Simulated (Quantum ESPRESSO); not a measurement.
The system is Mg2SeS4.

```xyz
7
Lattice="0.0000 4.5816 4.5816 4.5816 0.0000 4.5816 4.5816 4.5816 0.0000" Properties=species:S:1:pos:R:3 pbc="T T T"
Mg    2.2908    2.2908    2.2908
Mg    4.5816    4.5816    4.5816
Se    0.0000    0.0000    0.0000
S     6.1563    6.1563    6.1563
S     7.5886    7.5886    6.1563
S     7.5886    6.1563    7.5886
S     6.1563    7.5886    7.5886
```

The cell was built by a generator and needn't be a form met in nature.

- Program: Quantum ESPRESSO 7.5
- Task: relaxation of cell and atoms
- Functional: PW91
- Potentials or basis: GBRV 1.5 PBE
- Cutoff: 612 eV
- Density cutoff: 4898 eV
- k mesh: 3 × 3 × 3
- Occupations: fermi-dirac, width 0.05 eV
- Spin: no spin polarisation

At the start: pressure 9.1 GPa; volume 27.48 Å³/atom.

How do energy, volume and symmetry change on relaxing?

Over 11 steps the energy falls by 784.3 meV/atom and the volume is 24.58 Å³/atom (-10.5 %); space group F-43m (No. 216, to 0.05 Å).

The path:
| step | energy change (eV) | largest force (eV/Å) | pressure (GPa) | volume (Å³) |
| --- | --- | --- | --- | --- |
| 1 | 0.0000 | 10.4435 | 9.09 | 192.35 |
| 2 | -3.9818 | 3.6887 | 0.07 | 194.19 |
| 3 | -4.8625 | 1.7969 | -2.13 | 194.22 |
| 4 | -5.2317 | 0.4971 | -3.00 | 193.39 |
| 5 | -5.2861 | 0.0155 | -3.01 | 192.36 |
| 6 | -5.3022 | 0.1383 | -2.90 | 191.33 |
| 7 | -5.3394 | 0.3721 | -2.50 | 188.14 |
| 8 | -5.3962 | 0.5546 | -1.67 | 182.38 |
| 9 | -5.4627 | 0.4718 | -0.43 | 174.81 |
| 10 | -5.4882 | 0.0951 | 0.19 | 171.40 |
| 11 | -5.4898 | 0.0085 | 0.05 | 172.09 |

Final structure:
```
Mg Se S
1.0
     6.24339    0.00000    0.00000
     3.12170    5.40694    0.00000
     3.12170    1.80231    5.09771
Mg Se S
2 1 4
Direct
  0.25000 0.25000 0.25000
  0.50000 0.50000 0.50000
  0.00000 0.00000 0.00000
  0.64995 0.64995 0.64995
  0.64995 0.64995 0.05016
  0.64995 0.05016 0.64995
  0.05016 0.64995 0.64995
```

Caveat: the k mesh is coarse (spacing up to 0.40 Å⁻¹), so the values aren't converged; the potentials were made for another functional, which shifts forces and pressure.
